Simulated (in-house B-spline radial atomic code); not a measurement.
**Excitations of Ru³⁴⁺ as exact exchange is dialled in**

Aim: follow the lowest excitations, the threshold and the polarisability of Ru³⁴⁺ as the share of exact exchange in a PBE hybrid goes from none to all.

Program: in-house B-spline radial atomic code version 1. Level of theory: linear response of a closed shell, each method with its own adiabatic kernel; spin-free one-electron X2C, finite nucleus; B-spline basis; no spin-orbit coupling, no double excitations; only terms of natural parity, (−1)^L, with L up to 3 are computed. These are calculated values, not measurements, unless marked.

## Step 1: Starting point

- element: ruthenium (Z = 44)
- charge: +34
- configuration: [He] 2s2 2p6
- runs: 0 % exact exchange; 10 % exact exchange; 20 % exact exchange; 30 % exact exchange; 40 % exact exchange; 50 % exact exchange; 60 % exact exchange; 70 % exact exchange; 80 % exact exchange; 90 % exact exchange; 100 % exact exchange

Outer shells as boxes (Hund's rule):

Ru³⁴⁺
```
[He] core
2s [↑↓]
2p [↑↓][↑↓][↑↓]
```

## Step 2: 0 % exact exchange

The run's settings:

```ini
Z = 44
electrons = 10.0
configuration = [He] 2s2 2p6
hamiltonian = x2c
method = pbeh
box_radius = 3.65
exact_exchange_fraction = 0.0
rms_radius = 4.4809
intervals = 65
```

Launch:

```console
python run_td.py task.json out
```

task.json lists these runs, among others, and the program works through them in turn.

## Step 3: 10 % exact exchange

Changes to the settings of step 2:

```diff
@@ -6,3 +6,3 @@
 box_radius = 3.65
-exact_exchange_fraction = 0.0
+exact_exchange_fraction = 0.1
 rms_radius = 4.4809
```

## Step 4: 20 % exact exchange

Changes to the settings of step 3:

```diff
@@ -6,3 +6,3 @@
 box_radius = 3.65
-exact_exchange_fraction = 0.1
+exact_exchange_fraction = 0.2
 rms_radius = 4.4809
```

## Step 5: 30 % exact exchange

Changes to the settings of step 4:

```diff
@@ -6,3 +6,3 @@
 box_radius = 3.65
-exact_exchange_fraction = 0.2
+exact_exchange_fraction = 0.3
 rms_radius = 4.4809
```

## Step 6: 40 % exact exchange

Changes to the settings of step 5:

```diff
@@ -6,3 +6,3 @@
 box_radius = 3.65
-exact_exchange_fraction = 0.3
+exact_exchange_fraction = 0.4
 rms_radius = 4.4809
```

## Step 7: 50 % exact exchange

Changes to the settings of step 6:

```diff
@@ -6,3 +6,3 @@
 box_radius = 3.65
-exact_exchange_fraction = 0.4
+exact_exchange_fraction = 0.5
 rms_radius = 4.4809
```

## Step 8: 60 % exact exchange

Changes to the settings of step 7:

```diff
@@ -6,3 +6,3 @@
 box_radius = 3.65
-exact_exchange_fraction = 0.5
+exact_exchange_fraction = 0.6
 rms_radius = 4.4809
```

## Step 9: 70 % exact exchange

Changes to the settings of step 8:

```diff
@@ -6,3 +6,3 @@
 box_radius = 3.65
-exact_exchange_fraction = 0.6
+exact_exchange_fraction = 0.7
 rms_radius = 4.4809
```

## Step 10: 80 % exact exchange

Changes to the settings of step 9:

```diff
@@ -6,3 +6,3 @@
 box_radius = 3.65
-exact_exchange_fraction = 0.7
+exact_exchange_fraction = 0.8
 rms_radius = 4.4809
```

## Step 11: 90 % exact exchange

Changes to the settings of step 10:

```diff
@@ -6,3 +6,3 @@
 box_radius = 3.65
-exact_exchange_fraction = 0.8
+exact_exchange_fraction = 0.9
 rms_radius = 4.4809
```

## Step 12: 100 % exact exchange

Changes to the settings of step 11:

```diff
@@ -6,3 +6,3 @@
 box_radius = 3.65
-exact_exchange_fraction = 0.9
+exact_exchange_fraction = 1.0
 rms_radius = 4.4809
```

**Question.** What will these runs give? Wanted: for each run, threshold; 2p→3s ¹P; 2p→3s ³P, Tamm-Dancoff; α; C6.

**Answer**, as computed:

| run | threshold (eV) | 2p→3s ¹P (eV) | 2p→3s ³P, Tamm-Dancoff (eV) | α (bohr³) | C6 (hartree bohr⁶) | time |
| --- | --- | --- | --- | --- | --- | --- |
| 0 % exact exchange | 4709.8 | 2668.0 | 2661.8 | 0.0004824 | 2.106e-05 | 0.4 s |
| 10 % exact exchange | 4719.2 | 2671.6 | 2665.4 | 0.0004820 | 2.104e-05 | 0.5 s |
| 20 % exact exchange | 4728.7 | 2675.1 | 2668.9 | 0.0004816 | 2.102e-05 | 0.5 s |
| 30 % exact exchange | 4738.1 | 2678.7 | 2672.4 | 0.0004812 | 2.100e-05 | 0.5 s |
| 40 % exact exchange | 4747.6 | 2682.2 | 2675.9 | 0.0004808 | 2.097e-05 | 0.5 s |
| 50 % exact exchange | 4757.0 | 2685.8 | 2679.4 | 0.0004804 | 2.095e-05 | 0.5 s |
| 60 % exact exchange | 4766.5 | 2689.3 | 2683.0 | 0.0004800 | 2.093e-05 | 0.5 s |
| 70 % exact exchange | 4775.9 | 2692.8 | 2686.4 | 0.0004796 | 2.090e-05 | 0.5 s |
| 80 % exact exchange | 4785.3 | 2696.3 | 2689.9 | 0.0004793 | 2.088e-05 | 0.5 s |
| 90 % exact exchange | 4794.8 | 2699.8 | 2693.4 | 0.0004789 | 2.086e-05 | 0.5 s |
| 100 % exact exchange | 4804.2 | 2703.4 | 2696.9 | 0.0004785 | 2.084e-05 | 0.5 s |

What this shows: From 0 % exact exchange to 100 % exact exchange the threshold goes from 4709.8 to 4804.2 eV and α from 0.000482 to 0.000478 bohr³. 2p→3s ¹P moves from 2668.0 eV (0 % exact exchange) to 2703.4 eV (100 % exact exchange). 2p→3s ³P moves from 2661.8 eV (0 % exact exchange) to 2696.9 eV (100 % exact exchange). Exact exchange removes self-interaction, which deepens the highest level. Spin-orbit coupling, absent here, splits and mixes these terms strongly in an ion this highly charged, so they need not match single real levels.
